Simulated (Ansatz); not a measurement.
# Cl₂H₃NbO₃: how energies converge with the basis set

The task here is to estimate one member of a computed series from the others.

Computed with Ansatz 0.2.0, Gaussian basis. Level: one geometry, several basis sets.

The runs, in order: PBE0-D4/def2-SVP; ωB97M-V/def2-SVP; PBE0-D4/def2-QZVPP; ωB97M-V/def2-QZVPP; the functionals' def2-TZVPP values are taken from earlier runs.

### Structure used throughout

All runs share one geometry, relaxed beforehand with PBE0-D4 in a triple-zeta def2 set. Nb takes the def2 core potential; no spin-orbit term is included.

SMILES `[OH][Nb]([OH])([OH])([Cl])[Cl]`, 9 atoms, charge 0, spin multiplicity 1.

Atoms are counted from 1 here; the program's logs count them from 0.

Bond lengths: O1–Nb2 1.878 Å, O1–H7 0.962 Å, Nb2–O3 1.869 Å, Nb2–O4 1.872 Å, Nb2–Cl5 2.338 Å, Nb2–Cl6 2.356 Å, O3–H8 0.961 Å, O4–H9 0.958 Å. Angles: Nb2–O1–H7 121.7°, O1–Nb2–O3 114.9°, O1–Nb2–O4 92.2°, O1–Nb2–Cl5 124.8°, O1–Nb2–Cl6 88.9°, O3–Nb2–O4 94.9°, O3–Nb2–Cl5 120.2°, O3–Nb2–Cl6 92.1°, O4–Nb2–Cl5 86.1°, O4–Nb2–Cl6 171.7°, Cl5–Nb2–Cl6 86.5°, Nb2–O3–H8 125.6°, Nb2–O4–H9 143.0°.

As a file:

```xyz
9
Cl2H3NbO3
O     1.78283   -0.32277    0.26490
Nb    0.00014    0.23036    0.06136
O    -1.21806   -0.59800    1.21178
O    -0.28289   -0.95826   -1.35640
Cl   -0.71779    1.90116   -1.40745
Cl    0.41088    1.96279    1.60505
H     2.37424    0.09909    0.89512
H    -1.75996   -1.36180    0.99668
H    -0.50088   -0.99877   -2.28815
```

Set-up of the first run:

in.yaml reads:

```yaml
crystal:
  periodic: [false, false, false]
  atoms:
    - {symbol: O, position_ang: [1.782835, -0.322774, 0.264902]}
    - {symbol: Nb, position_ang: [0.000138, 0.230365, 0.061364]}
    - {symbol: O, position_ang: [-1.218064, -0.597999, 1.211776]}
    - {symbol: O, position_ang: [-0.282893, -0.958256, -1.356400]}
    - {symbol: Cl, position_ang: [-0.717791, 1.901163, -1.407452]}
    - {symbol: Cl, position_ang: [0.410877, 1.962794, 1.605053]}
    - {symbol: H, position_ang: [2.374239, 0.099086, 0.895121]}
    - {symbol: H, position_ang: [-1.759961, -1.361805, 0.996684]}
    - {symbol: H, position_ang: [-0.500876, -0.998773, -2.288147]}
basis:
  gaussian: {orbitals: def2-SVP}
hamiltonian: {xc: pbe0, dispersion: d4}
output: {orbitals: {seedname: orbitals}}
```

Command:

```bash
$ ansatz run in.yaml --threads 4 --pin off --events-out ev --progress --plain --max-ram 11315MiB
```

Steps of the session up to this table: PBE0-D4 in def2-SVP; ωB97M-V in def2-SVP; PBE0-D4 in def2-QZVPP; ωB97M-V in def2-QZVPP.

One of the session's tables, all rows but one given; the rest of the session is left out.

It belongs to the step «Density functionals: the series». 

```
functional       basis  HOMO (eV)  LUMO (eV)
   PBE0-D4    def2-SVP      -8.24      -2.86
   PBE0-D4  def2-TZVPP      -8.34      -2.94
   PBE0-D4  def2-QZVPP      -8.37      -2.96
   ωB97M-V    def2-SVP          ?          ?
   ωB97M-V  def2-TZVPP     -10.55      -0.87
   ωB97M-V  def2-QZVPP     -10.59      -0.90
```

Estimate the missing values for ωB97M-V, def2-SVP.

The run gave: HOMO (eV): -10.40; LUMO (eV): -0.73. In the column «HOMO (eV)» it lies between ωB97M-V, def2-TZVPP (-10.55) and PBE0-D4, def2-QZVPP (-8.37).
